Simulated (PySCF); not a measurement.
# DyF4: other functionals and bases at one geometry

How far do other levels of theory move the description of DyF4, and what does each cost? The structure is generated, not taken from experiment.

Computed with PySCF 2.14.0. Level: several levels, as the steps say, no spin–orbit coupling.

1 further run of the same task is left out (for a known fault of the program).

## 1. The system as given

5 atoms, charge 0, spin multiplicity 1.

Bond lengths: Dy1–F2 1.945 Å, Dy1–F3 1.945 Å, Dy1–F4 1.945 Å, Dy1–F5 1.945 Å. Angles: F2–Dy1–F3 109.5°, F2–Dy1–F4 109.5°, F2–Dy1–F5 109.5°, F3–Dy1–F4 109.5°, F3–Dy1–F5 109.5°, F4–Dy1–F5 109.5°.

Coordinates:

| atom | x (Å) | y (Å) | z (Å) |
| --- | --- | --- | --- |
| Dy1 | 0.0000 | 0.0000 | 0.0000 |
| F2 | 1.1227 | 1.1227 | 1.1227 |
| F3 | -1.1227 | -1.1227 | 1.1227 |
| F4 | 1.1227 | -1.1227 | -1.1227 |
| F5 | -1.1227 | 1.1227 | -1.1227 |

Formal oxidation states: Dy +4. Each metal's 8 4f electrons lie in its core potential, so multiplicities, spins and levels count the valence alone. An earlier session relaxed this geometry at PBE0, Dy lcecp-2-SVP with ECP54, F def2-SVP (singlet, point group Td).

At PBE0 on the finer grid: E = -443.024949 Eh, frontier levels not given, since the 4f levels lie in the core, Mulliken charge on Dy1 +1.59 e, largest force component 0.007 eV/Å. 

Levels to run: wB97X; revPBE; PBE0, TZVP. Hardware: 2 threads of Arm Neoverse V2, shared host.

## 2. wB97X

Input file run.py (the lines that set the calculation):

```python
mol = gto.M(atom='''
Dy     0.00000     0.00000     0.00000
F      1.12275     1.12275     1.12275
F     -1.12275    -1.12275     1.12275
F      1.12275    -1.12275    -1.12275
F     -1.12275     1.12275    -1.12275''',
    basis={'Dy': 'lcecp-2-SVP', 'F': 'def2-SVP'},
    ecp={'Dy': 'lcecp-2-SVP'},
    charge=0, spin=0)
mf = dft.RKS(mol, xc='WB97X')
mf.grids.atom_grid = (75, 302)  # f atoms: unpruned, at least (60, 302)
mf = mf.density_fit()  # fitting sets: Dy AutoAux, F def2-universal-JKFIT
mf.conv_tol = 1e-08; mf.max_cycle = 55
mf.kernel(dm0)  # dm0: the density of the relaxed state
```

Run with:

```bash
$ OMP_NUM_THREADS=2 python run.py
```

## 3. revPBE

run.py (the lines that set the calculation): that of step 2 with these lines changed.

```diff
@@ -9,3 +9,3 @@
     charge=0, spin=0)
-mf = dft.RKS(mol, xc='WB97X')
+mf = dft.RKS(mol, xc='PBE_R,PBE')
 mf.grids.atom_grid = (75, 302)  # f atoms: unpruned, at least (60, 302)
```

## 4. PBE0, TZVP

Basis: Dy lcecp-2-TZVP with ECP54, F def2-TZVP. 

Input file run.py (the lines that set the calculation):

```python
mol = gto.M(atom='''
Dy     0.00000     0.00000     0.00000
F      1.12275     1.12275     1.12275
F     -1.12275    -1.12275     1.12275
F      1.12275    -1.12275    -1.12275
F     -1.12275     1.12275    -1.12275''',
    basis={'Dy': 'lcecp-2-TZVP', 'F': 'def2-TZVP'},
    ecp={'Dy': 'lcecp-2-TZVP'},
    charge=0, spin=0)
mf = dft.RKS(mol, xc='PBE0')
mf.grids.atom_grid = (75, 302)  # f atoms: unpruned, at least (60, 302)
mf = mf.density_fit()  # fitting sets: Dy AutoAux, F def2-universal-JKFIT
mf.conv_tol = 1e-08; mf.max_cycle = 55
mf.kernel(dm0)  # dm0: free metal ions and neutral atoms
```

What does the calculation give? Wanted: for each run, charge on Dy1; dipole; largest force.

The runs gave:

| level | state | charge on Dy1 (e) | dipole (D) | largest force (eV/Å) | basis functions | time |
| --- | --- | --- | --- | --- | --- | --- |
| PBE0 (relaxed here) | singlet | 1.59 | 0.00 | 0.01 | 86 | 7.9 s |
| wB97X | singlet | 1.59 | 0.00 | 0.04 | 86 | 4.8 s |
| revPBE | singlet | 1.35 | 0.00 | 0.36 | 86 | 4 s |
| PBE0, TZVP | singlet | 1.90 | 0.00 | 0.07 | 171 | 11 s |

Times are on 2 threads of Arm Neoverse V2, shared host; the first row also made further properties.

The largest leftover force, 0.36 eV/Å with revPBE, stands at a geometry relaxed at another level. The Mulliken charge on Dy spans +1.35 to +1.90 e over the levels. With 4f in the core, its levels are missing from HOMO and gap. Total energies of different levels can't be compared. Spin–orbit coupling is left out throughout.
